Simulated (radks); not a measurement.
**Au⁴⁺ in [Xe] 4f14 5d7: an all-electron calculation**

What are the levels of the gold ion Au4+, how large are its shells, and how does its energy divide?

Program: radks (a radial shooting solver on a logarithmic mesh, Libxc functionals) version 1. Level of theory: scalar-relativistic Kohn-Sham, SCAN, spin-unpolarised, spherical densities, finite nucleus. These are calculated values, not measurements, unless marked.

## (1) Starting point

- element: gold (Z = 79)
- charge: +4
- electrons: 75
- configuration: [Xe] 4f14 5d7
- nuclear rms radius: 5.4371 fm

Outer shells as boxes (Hund's rule):

Au⁴⁺
```
[Xe] core
4f [↑↓][↑↓][↑↓][↑↓][↑↓][↑↓][↑↓]
5d [↑↓][↑↓][↑ ][↑ ][↑ ]
```

## (2) The calculation

The run's settings:

```text
Z 79
configuration [Xe] 4f14 5d7 6s0 6p0
relativity scalar-relativistic
functional scan,scan
spin unpolarised
nucleus finite rms 5.4371 fm
c 137.035999084
```

Command:

```
python run_ks.py task.json out
```

All runs below come from this command, one after another.

What does the calculation give?

**Answer**, as computed:

| quantity | value |
| --- | --- |
| total energy | -19006.3523 hartree |
| exchange-correlation share of it | 1.90 % |
| −T/E | 1.1184 |
| highest occupied level | 5d, -55.165 eV |
| most extended occupied level | 5d, <r> = 1.38 bohr |
| radius at density 0.001 e/bohr³ | 3.09 bohr |
| maxima of the radial density | 4 |
| ionisation energy, NIST | 60 (theory) eV |

**Reading.** 5 principal shells are occupied and 4 maxima appear in the radial density; where shells overlap, one shows as a shoulder or not at all. Relativity lifts −T/E to 1.118. The top level binds by 55.165 eV, 92 % of the NIST ionisation energy of 60 eV. Spin polarisation and multiplet splitting are left out. Spin-orbit splitting is averaged out at the scalar-relativistic level.
